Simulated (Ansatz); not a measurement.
Working through a phonon calculation by finite displacements of Na₃In, space group Fm-3m

With Ansatz's Python interface.

Input file `POSCAR`:
```text
Na3In
1.0
   0.00000000    3.89045900    3.89045900
   3.89045900    0.00000000    3.89045900
   3.89045900    3.89045900    0.00000000
Na In
3 1
Direct
   0.25000000    0.25000000    0.25000000
   0.75000000    0.75000000    0.75000000
   0.50000000    0.50000000    0.50000000
   0.00000000    0.00000000    0.00000000
```

Notebook, run cell by cell (the value of a cell's last expression is shown):

In [1]:
```python
from pathlib import Path
import warnings

import ansatz as az
from ase.io import read
import numpy as np
```

In [2]:
```python
warnings.simplefilter('ignore', az.DeckWarning)

atoms = read('POSCAR', format='vasp')
structure = az.Crystal.from_ase(atoms)
```

In [3]:
```python
base = (
    structure.calculation()
    .functional('lda')
    .occupations('fermi_dirac', width=0.05)
    .kpoints(6, 6, 6)
    .phonons('fd', supercell=1)
)
outcome = base.run(threads=1, runs_dir='runs')
folder = Path(outcome.output_folder) / 'results'
ph = outcome.phonons
```

In [4]:
```python
for mode, w in enumerate(ph.gamma_omega_inv_cm, start=1):
    print(f'Gamma mode {mode:2d}: {w:8.1f} 1/cm  {w / 33.35641:7.3f} THz')
print(f'{ph.n_members} displaced supercells, sum-rule residual {ph.asr_residual_pre_ev_ang2:.1e} eV/A^2')
optical = np.sort(ph.gamma_omega_inv_cm)
print('imaginary modes at Gamma:', int((optical < -10).sum()), '- highest mode', round(float(optical[-1]), 1), '1/cm')
```
```text
Gamma mode  1:      0.0 1/cm    0.000 THz
Gamma mode  2:      0.0 1/cm    0.000 THz
Gamma mode  3:      0.0 1/cm    0.000 THz
Gamma mode  4:     74.0 1/cm    2.219 THz
Gamma mode  5:     74.0 1/cm    2.219 THz
Gamma mode  6:     74.0 1/cm    2.219 THz
Gamma mode  7:    124.6 1/cm    3.735 THz
Gamma mode  8:    124.6 1/cm    3.735 THz
Gamma mode  9:    124.6 1/cm    3.735 THz
Gamma mode 10:    138.2 1/cm    4.144 THz
Gamma mode 11:    138.2 1/cm    4.144 THz
Gamma mode 12:    138.2 1/cm    4.144 THz
4 displaced supercells, sum-rule residual 2.9e-04 eV/A^2
imaginary modes at Gamma: 0 - highest mode 138.2 1/cm
```

Notes:
- The cell isn't relaxed first, so the values belong to this volume.
- The mesh is modest for a metal, so energies can be off by several to tens of meV an atom and pressures by half a GPa or more; differences at equal mesh fare better.
- This cell is a computed structure, which may not be the phase found in nature.
- The structure is taken as given and the supercell is small; imaginary modes can come from an unrelaxed or unstable start. Phonons of metals also depend on mesh and smearing.
- It ran for 22 s on 1 thread of Arm Neoverse V2, on a shared host, peak memory 0.49 GiB.
